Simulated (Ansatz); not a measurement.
**CAM-B3LYP/6-31G(d) (spherical functions) run of CH6GaN (SMILES [CH3][GaH][NH2])**

Aim: the vertical ionisation energy of CH6GaN at CAM-B3LYP/6-31G* (spherical functions), from 2 runs. 

Program for the calculation: Ansatz 0.2.0.

65 further runs of the same task are left out: 1 that didn't finish, 64 set aside as unsound or not needed.

## Step 1: The structure to begin with

CH6GaN: 9 atoms, total charge 0, spin state singlet. SMILES: `[CH3][GaH][NH2]`. Geometry: relaxed at PBE0-D4/def2-TZVP.

Bond lengths: C1–Ga2 1.962 Å, Ga2–N3 1.819 Å, C1–H4 1.093 Å, C1–H5 1.093 Å, C1–H6 1.091 Å, Ga2–H7 1.566 Å, N3–H8 1.006 Å, N3–H9 1.006 Å. Some angles: C1–Ga2–N3 118.1°, C1–Ga2–H7 126.4°, N3–Ga2–H7 115.5°, Ga2–C1–H4 110.4°, Ga2–C1–H5 110.5°, Ga2–C1–H6 111.7°, Ga2–N3–H8 124.0°, Ga2–N3–H9 124.3°, H4–C1–H5 107.2°, H4–C1–H6 108.5°.

## Step 2: A single-point energy at CAM-B3LYP/6-31G(d) (spherical functions)

Contents of molecule.yaml:

```yaml
basis:
  gaussian:
    orbitals: 6-31G_st_-spherical.json
crystal:
  periodic: [false, false, false]
  atoms:
    - {symbol: C, position_ang: [-0.279100, 0.944700, -1.124800]}
    - {symbol: Ga, position_ang: [0.513400, -0.531900, -0.104400]}
    - {symbol: "N", position_ang: [-0.068200, -0.807600, 1.596800]}
    - {symbol: H, position_ang: [-0.756000, 0.568300, -2.033100]}
    - {symbol: H, position_ang: [0.493400, 1.652200, -1.435600]}
    - {symbol: H, position_ang: [-1.026300, 1.483500, -0.540100]}
    - {symbol: H, position_ang: [1.617900, -1.521300, -0.608700]}
    - {symbol: H, position_ang: [0.276500, -1.536600, 2.197700]}
    - {symbol: H, position_ang: [-0.771600, -0.251300, 2.052200]}
hamiltonian:
  xc: {name: CAM-B3LYP}
accuracy: high
output: {orbitals: {seedname: orbitals}}
```

The basis set 6-31G* is read from a file made from the Basis Set Exchange's data (not shown).

On the command line:

```bash
ansatz run molecule.yaml --threads 1 --pin off --max-ram 3480MiB --events-out events.jsonl --progress --plain --runs-dir runs
```

Standard output:

```text
Warning: RAYON_NUM_THREADS=1 ignored (pool sized by the plan → 1); use --threads N
Functional definition: CAM-B3LYP
  name "CAM-B3LYP"
  parameter alpha = 0.19
  parameter beta = 0.46
  parameter omega = 0.33/bohr
  parameter ac = 0.81
  exchange = (1 - alpha - beta)*b88_x + beta*b88_x_sr(omega) + alpha*exact_x + beta*exact_x_lr(omega)
  correlation = (1 - ac)*vwn5_c + ac*lyp_c
1652 factors; integrals over basis functions are off by at most 4.7e-9 eV
399 factors; integrals over basis functions are off by at most 2.0e-9 eV
mean field evaluation 1: about -54989.3719 eV, gradient 6.2e1 eV
mean field evaluation 2: about -54983.8161 eV, gradient 7.8e1 eV
mean field evaluation 4: about -54997.1547 eV, gradient 3.0e0 eV
mean field evaluation 8: about -54997.2982 eV, gradient 2.5e-1 eV
mean field evaluation 16: about -54997.2983 eV, gradient 2.6e-5 eV
mean field -54997.29826332 eV, -2021.1134326693 hartree, gradient 9.9e-8 eV, S^2 0.000000; 0 other end points of the search recorded, 0 dependent functions left out
reference -54997.29828365 eV, -2021.1134334163 hartree; 25, 25 occupied and 47, 47 virtual orbitals, 1652 factors
Total energy: -54997.29828365 eV, -2021.1134334163 hartree
```

It took 7.8 s on 1 thread of Arm Neoverse V1, shared host; peak memory 0.26 GiB.

## Step 3: The doublet cation at the same level

Edit molecule.yaml of step 2 so:

```diff
@@ -1,4 +1 @@
-basis:
-  gaussian:
-    orbitals: 6-31G_st_-spherical.json
 crystal:
@@ -15,4 +12,7 @@
     - {symbol: H, position_ang: [-0.771600, -0.251300, 2.052200]}
-hamiltonian:
-  xc: {name: CAM-B3LYP}
+basis:
+  gaussian: {orbitals: 6-31G_st_-spherical.json}
+total_charge: 1
+magnetization: {spin_polarized: true, initial_magnetization: 1}
+hamiltonian: {xc: {name: CAM-B3LYP}}
 accuracy: high
```

The basis set 6-31G* is read from a file made from the Basis Set Exchange's data (not shown).

On the command line:

```bash
ansatz run molecule.yaml --threads 1 --pin off --max-ram 3480MiB --events-out events.jsonl --progress --plain --runs-dir runs
```

Standard output:

```text
Warning: RAYON_NUM_THREADS=1 ignored (pool sized by the plan → 1); use --threads N
[... 8 set-up lines as earlier in the session ...]
1650 factors; integrals over basis functions are off by at most 4.7e-9 eV
399 factors; integrals over basis functions are off by at most 2.0e-9 eV
mean field evaluation 1: about -54970.2153 eV, gradient 6.1e1 eV
mean field evaluation 2: about -54943.2428 eV, gradient 8.7e1 eV
mean field evaluation 4: about -54986.4629 eV, gradient 6.8e0 eV
mean field evaluation 8: about -54986.9927 eV, gradient 9.4e-1 eV
mean field evaluation 16: about -54987.0256 eV, gradient 3.4e-2 eV
mean field evaluation 32: about -54987.9195 eV, gradient 1.5e-8 eV
mean field -54987.91947741 eV, -2020.7687686445 hartree, gradient 1.9e-8 eV, S^2 0.753107; 2 other end points of the search recorded, 0 dependent functions left out
reference -54987.91949741 eV, -2020.7687693793 hartree; 25, 24 occupied and 47, 48 virtual orbitals, 1650 factors
Total energy: -54987.91949741 eV, -2020.7687693793 hartree
```

Wall time 20 s (1 thread of Arm Neoverse V1, shared host); peak memory 0.39 GiB.

## Step 4: Summary of results

Level: CAM-B3LYP/6-31G* (spherical functions).

| quantity | value |
| --- | --- |
| singlet CH6GaN: total energy | -2021.11343 Eh |
| singlet CH6GaN: HOMO energy | -8.33 eV |
| singlet CH6GaN: LUMO energy | 0.78 eV |
| singlet CH6GaN: HOMO–LUMO gap | 9.11 eV |
| doublet cation: total energy | -2020.76877 Eh |
| doublet cation: HOMO energy (highest over α and β) | -14.52 eV |
| doublet cation: LUMO energy (lowest over α and β) | -10.54 eV |
| doublet cation: ⟨S²⟩ | 0.753 |
| vertical ionisation energy (to the doublet cation) | 9.379 eV |

**Reading.** The vertical ionisation energy comes to 9.38 eV (905 kJ/mol). −ε(HOMO) before ionisation, 8.33 eV, is 1.05 eV below this ionisation energy.
